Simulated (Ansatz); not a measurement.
# Al2H3I (SMILES [AlH2][AlH][I]): single points off equilibrium

How do the functionals fare away from a minimum? The structure is a structure displaced at random from a GFN2-xTB minimum.

The runs use Ansatz 0.2.0, Gaussian basis; single points in def2-TZVPP.

Correlated methods freeze the cores. Filled d shells of the heavier atoms are correlated. Core potentials replace the inner electrons past krypton, and spin-orbit coupling is left out.

## 1. Starting geometry

SMILES `[AlH2][AlH][I]`, 6 atoms, charge 0, spin multiplicity 1.

Atoms are counted from 1 here; the program's logs count them from 0.

Bond lengths: Al1–Al2 2.596 Å, Al1–H4 1.772 Å, Al1–H5 1.639 Å, Al2–I3 2.346 Å, Al2–H6 1.629 Å. Angles: Al2–Al1–H4 98.3°, Al2–Al1–H5 133.9°, H4–Al1–H5 127.6°, Al1–Al2–I3 114.0°, Al1–Al2–H6 127.4°, I3–Al2–H6 118.5°.

Geometry (Å):

```
Al   -1.0175    0.4937   -0.7492
Al    0.9330   -0.1501    0.8380
I     1.2981   -2.4612    1.0115
H    -1.3717   -1.1202   -1.3893
H    -1.6934    1.9179   -1.1983
H     1.9246    0.8573    1.6479
```

## 2. CCSD(T)/def2-TZVPP

Input file run/in.yaml:

```yaml
crystal:
  periodic: [false, false, false]
  atoms:
    - {symbol: Al, position_ang: [-1.017500, 0.493700, -0.749200]}
    - {symbol: Al, position_ang: [0.933000, -0.150100, 0.838000]}
    - {symbol: I, position_ang: [1.298100, -2.461200, 1.011500]}
    - {symbol: H, position_ang: [-1.371700, -1.120200, -1.389300]}
    - {symbol: H, position_ang: [-1.693400, 1.917900, -1.198300]}
    - {symbol: H, position_ang: [1.924600, 0.857300, 1.647900]}
basis:
  gaussian: {orbitals: def2-TZVPP}
correlation: {method: ccsd_t}
output: {forces: true}
```

No record of the launch command was kept for these runs.

## 3. PBE0-D4/def2-TZVPP

Edit run/in.yaml of step 2 so:

```diff
@@ -11,3 +11,3 @@
   gaussian: {orbitals: def2-TZVPP}
-correlation: {method: ccsd_t}
-output: {forces: true}
+hamiltonian: {xc: pbe0, dispersion: d4}
+output: {forces: true, orbitals: {seedname: orbitals}}
```

## 4. wB97M-V/def2-TZVPP

Edit run/in.yaml of step 3 so:

```diff
@@ -11,3 +11,3 @@
   gaussian: {orbitals: def2-TZVPP}
-hamiltonian: {xc: pbe0, dispersion: d4}
-output: {forces: true, orbitals: {seedname: orbitals}}
+hamiltonian: {xc: {name: wB97M-V}}
+output: {forces: true}
```

## 5. r2SCAN-D4/def2-TZVPP

Edit run/in.yaml of step 4 so:

```diff
@@ -11,3 +11,3 @@
   gaussian: {orbitals: def2-TZVPP}
-hamiltonian: {xc: {name: wB97M-V}}
+hamiltonian: {xc: r2scan, dispersion: d4}
 output: {forces: true}
```

## 6. PBE-D4/def2-TZVPP

Edit run/in.yaml of step 5 so:

```diff
@@ -11,3 +11,3 @@
   gaussian: {orbitals: def2-TZVPP}
-hamiltonian: {xc: r2scan, dispersion: d4}
+hamiltonian: {xc: pbe, dispersion: d4}
 output: {forces: true}
```

## 7. revPBE-D4/def2-TZVPP

Edit run/in.yaml of step 6 so:

```diff
@@ -11,3 +11,3 @@
   gaussian: {orbitals: def2-TZVPP}
-hamiltonian: {xc: pbe, dispersion: d4}
+hamiltonian: {xc: {name: revPBE}, dispersion: d4}
 output: {forces: true}
```

## 8. BLYP-D4/def2-TZVPP

Edit run/in.yaml of step 7 so:

```diff
@@ -11,3 +11,3 @@
   gaussian: {orbitals: def2-TZVPP}
-hamiltonian: {xc: {name: revPBE}, dispersion: d4}
+hamiltonian: {xc: {name: BLYP}, dispersion: d4}
 output: {forces: true}
```

(Steps that only read results are left out.)

What does the calculation give? Wanted: energy less free atoms, CCSD(T)/def2-TZVPP; RMS force component; RMS force error; HOMO and LUMO, PBE0-D4; T1 diagnostic.

The runs gave:

| quantity | value |
| --- | --- |
| energy less free atoms, CCSD(T)/def2-TZVPP | -1264.2 kJ/mol |
| RMS force component | 0.890 to 0.952 eV/Å over the methods |
| RMS force error | PBE0-D4 0.040, wB97M-V 0.052, r2SCAN-D4 0.030, PBE-D4 0.101, revPBE-D4 0.120, BLYP-D4 0.102 eV/Å |
| HOMO and LUMO, PBE0-D4 | -6.70 and -2.92 eV |
| T1 diagnostic | 0.009 |

What this shows: Against CCSD(T) the functionals' energies less atoms differ by -34.2 to +17.9 kJ/mol, PBE-D4 by -4.3 kJ/mol. A larger basis would deepen the CCSD(T) value, while the functionals are nearly converged already, so the order here is not reliable. On forces the order runs from r2SCAN-D4 to revPBE-D4. Frozen-core CCSD(T) forces in triple zeta carry basis errors of their own, and this is one geometry, so small gaps rank nothing.
